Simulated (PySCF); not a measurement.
# SiOI2: structure of the singlet

The task is one start of a wider search on SiOI2: the singlet, from a PBE minimum start. It is relaxed, tested by its Hessian and followed downhill if it is a saddle.

Method: PBE, basis Si def2-SVP, O def2-SVP, I def2-SVP with ECP28, scalar-relativistic core potentials, no spin–orbit coupling, density fitting; program: PySCF 2.14.0.

## 1. The starting structure

4 atoms, charge 0, spin multiplicity 1.

Bond lengths: Si1–O2 1.550 Å, Si1–I3 2.436 Å, Si1–I4 2.436 Å. Angles: O2–Si1–I3 124.5°, O2–Si1–I4 124.5°, I3–Si1–I4 111.0°.

Coordinates in bohr (charge 0 multiplicity 1):
```
Si   -1.0307   -1.7852    0.0000
O    -2.4949   -4.3213    0.0000
I     3.5582   -1.4250    0.0000
I    -3.0132    2.3690    0.0000
```

## 2. The SCF at the typed geometry

The steps below are one call of a driver around PySCF. For each, scf.py gives the equivalent set-up of the SCF; relaxations use the driver's own optimiser. After this first run the driver tries any further starts and a stability analysis.

File scf.py:

```python
from pyscf import gto, scf, dft
mol = gto.M(atom='''
Si    -0.545424    -0.944701     0.000000
O     -1.320248    -2.286735     0.000000
I      1.882931    -0.754053     0.000000
I     -1.594494     1.253640    -0.000000''',
    basis={'Si': 'def2-SVP', 'O': 'def2-SVP', 'I': 'def2-SVP'},
    ecp={'I': 'def2-SVP'},
    charge=0, spin=0)
mf = dft.RKS(mol, xc='PBE')
mf.grids.atom_grid = (50, 194)
aux = {'Si': 'def2-universal-JKFIT', 'O': 'def2-universal-JKFIT', 'I': 'def2-universal-JKFIT'}
mf = mf.density_fit(auxbasis=aux)
mf.conv_tol = 1e-08
mf.diis_space = 10
mf.max_cycle = 60
mf.init_guess = 'huckel'
mf.verbose = 4
mf.kernel()
```

Run with:

```bash
OMP_NUM_THREADS=2 python axn.py task.json out
```

Standard output (excerpt; [...] marks lines left out):

```text
[... the frontier levels of the middle cycles are left out ...]
init E= -958.923046292787
  HOMO = -0.235938478305555  LUMO = -0.189315190853523  gap/eV = 1.26868
cycle= 1 E= -952.0224717394  delta_E=  6.9  |g|= 4.28  |ddm|= 6.29
  HOMO = 0.00256601028572019  LUMO = 0.0163544415524716  gap/eV = 0.37520
cycle= 2 E= -931.546961240994  delta_E= 20.5  |g|= 5.92  |ddm|= 14.2
  HOMO = -0.0614976643331704  LUMO = -0.0329125764411182  gap/eV = 0.77784
cycle= 3 E= -958.657130692111  delta_E= -27.1  |g|= 1.59  |ddm|= 13.5
cycle= 4 E= -956.716243914779  delta_E= 1.94  |g|= 2.98  |ddm|= 5.81
cycle= 5 E= -959.733436641783  delta_E= -3.02  |g|= 0.447  |ddm|= 3.36
cycle= 6 E= -959.773597442396  delta_E= -0.0402  |g|= 0.306  |ddm|= 0.517
cycle= 7 E= -959.798584905336  delta_E= -0.025  |g|= 0.0828  |ddm|= 0.259
cycle= 8 E= -959.801281382014  delta_E= -0.0027  |g|= 0.0177  |ddm|= 0.145
cycle= 9 E= -959.801372183163  delta_E= -9.08e-05  |g|= 0.00687  |ddm|= 0.0304
cycle= 10 E= -959.801386838294  delta_E= -1.47e-05  |g|= 0.000667  |ddm|= 0.00995
cycle= 11 E= -959.801387041228  delta_E= -2.03e-07  |g|= 0.000123  |ddm|= 0.0012
cycle= 12 E= -959.801387045342  delta_E= -4.11e-09  |g|= 5.77e-05  |ddm|= 0.000317
  HOMO = -0.248948524710713  LUMO = -0.13289447898447  gap/eV = 3.15799
Extra cycle  E= -959.80138703949  delta_E= 5.85e-09  |g|= 0.000151  |ddm|= 0.00033
converged SCF energy = -959.80138703949
```

This step, with its further starts and checks, needed 15 s of wall time on 2 threads of Arm Neoverse N1, shared host.

No lower closed-shell solution turned up in the test of internal stability.

## 3. Relaxing the singlet from the PBE minimum start

The program finds C2v symmetry in the start, which this walk keeps.

Edit scf.py of step 2 so:

```diff
@@ -3,4 +3,4 @@
-Si    -0.545424    -0.944701     0.000000
-O     -1.320248    -2.286735     0.000000
-I      1.882931    -0.754053     0.000000
-I     -1.594494     1.253640    -0.000000''',
+Si    -0.546187    -0.946024     0.000000
+O     -1.321012    -2.288058     0.000000
+I      1.882167    -0.755376     0.000000
+I     -1.595258     1.252318     0.000000''',
@@ -17 +16,0 @@
-mf.init_guess = 'huckel'
```

The optimiser's trace:

```
step  energy (Eh)  change (kJ/mol)  largest symmetric gradient (Eh/bohr)
   0  -959.801387             0.00                               0.00049
   1  -959.801388             0.00                               0.00017
```

The walk took 7.6 s.

End point (C2v, 1 steps, 0.0 kJ/mol gained): Si–I 2.435 Å (×2), Si–O 1.550 Å; I–Si–I 111.1°, I–Si–O 124.4° (×2).

## 4. Vibrations and properties at this point

On the finer grid the gradient is checked again; gradients at displacements of ±0.02 bohr then give force constants and infrared intensities.

Edit scf.py of step 3 so:

```diff
@@ -3,4 +3,4 @@
-Si    -0.546187    -0.946024     0.000000
-O     -1.321012    -2.288058     0.000000
-I      1.882167    -0.755376     0.000000
-I     -1.595258     1.252318     0.000000''',
+Si    -0.545830    -0.945404     0.000000
+O     -1.320630    -2.287396     0.000000
+I      1.882325    -0.755184     0.000000
+I     -1.595171     1.252550     0.000000''',
@@ -11 +11 @@
-mf.grids.atom_grid = (50, 194)
+mf.grids.atom_grid = (75, 302)
@@ -14 +14 @@
-mf.conv_tol = 1e-08
+mf.conv_tol = 1e-10
```

This SCF starts from the last density.

Log of the central SCF (cycles and frontier levels):

```text
init E= -959.801436245447
  HOMO = -0.248939879833831  LUMO = -0.132843459706505  gap/eV = 3.15914
cycle= 1 E= -959.801436245438  delta_E= 8.19e-12  |g|= 4.98e-06  |ddm|= 5.98e-06
  HOMO = -0.248939028551033  LUMO = -0.132843354969319  gap/eV = 3.15912
Extra cycle  E= -959.801436245337  delta_E= 1.01e-10  |g|= 2.15e-05  |ddm|= 2.41e-05
converged SCF energy = -959.801436245337
```

The whole step took 72 s.

Geometry: C2v; Si–I 2.436 Å (×2), Si–O 1.550 Å; I–Si–I 111.0°, I–Si–O 124.5° (×2).

Modes, for the most abundant isotopes:

```tsv
symmetry	ω (cm⁻¹)	IR (km/mol)	type
a1	86	0.0	bend
b2	162	17.3	bend
b1	219	13.8	bend
a1	273	3.9	mixed
b2	417	195	mixed
a1	1168	66.9	stretch
```

No imaginary mode, so this is a minimum.

Constants and moments:

| Property | Result |
| --- | --- |
| Dipole moment | 3.06 D |
| Highest occupied level | -6.77 eV |
| Lowest empty level | -3.61 eV |
| Rotational constants | 0.1016, 0.01648, 0.01418 cm⁻¹ |
| Zero-point energy | 13.9 kJ/mol |
| Principal polarisabilities | 45.3, 74.5, 117.2 bohr³ |
| Atomisation energy without zero-point energy | 1184 kJ/mol |
| Principal traceless quadrupole moments about the centre of mass | -12.84, 3.70, 9.15 D Å |
| Entropy at 298.15 K and 1 bar | 347.2 J/(mol K) |
| Heat capacity Cp at 298.15 K | 71.1 J/(mol K) |
| Enthalpy at 298.15 K above 0 K | 16.96 kJ/mol |
| Rotational symmetry number | 2 |

Populations by atom (charges in e):

```tsv
atom	Mulliken	Löwdin	polar tensor	Mayer order to Si1
Si1	0.44	0.24	1.24	–
O2	-0.33	-0.32	-0.60	2.13
I3,4	-0.06	0.04	-0.32	1.05
```

Outer orbital energies (eV). occupied: -9.64, -8.88, -8.48, -7.61, -7.37, -7.33, -7.31, -6.77; empty: -3.61, -2.86, 0.21, 0.27.

Mulliken populations on Si1: s 5.22, p 7.98, d 0.36.

## 5. Stability of the closed shell

At the lowest minimum the closed shell is tested against spin polarisation, on the (50, 194) grid. It is stable.

## 6. Results

| quantity | value |
| --- | --- |
| minimum | singlet, C2v |
| geometry | Si–I 2.436 Å (×2), Si–O 1.550 Å; I–Si–I 111.0°, I–Si–O 124.5° (×2) |
| wavenumbers (cm⁻¹) | 86 (a1), 162 (b2), 219 (b1), 273 (a1), 417 (b2), 1168 (a1) |
| dipole moment | 3.06 D |
| highest occupied, lowest empty level | -6.77, -3.61 eV |
| polar-tensor charge of Si1 | +1.24 e |
| zero-point energy | 13.9 kJ/mol |
| entropy at 298.15 K | 347.2 J/(mol K) |
| atomisation energy (no zero-point energy) | 1184 kJ/mol |

What this shows: The PBE minimum start keeps its C2v symmetry and ends in a minimum. In the infrared the band at 417 cm⁻¹ (b2, mixed) leads. Other starts or spin states, not run here, may lie lower. Spin–orbit coupling is left out.

The search up to here needed 98 s of wall time on 2 threads of Arm Neoverse N1, shared host.
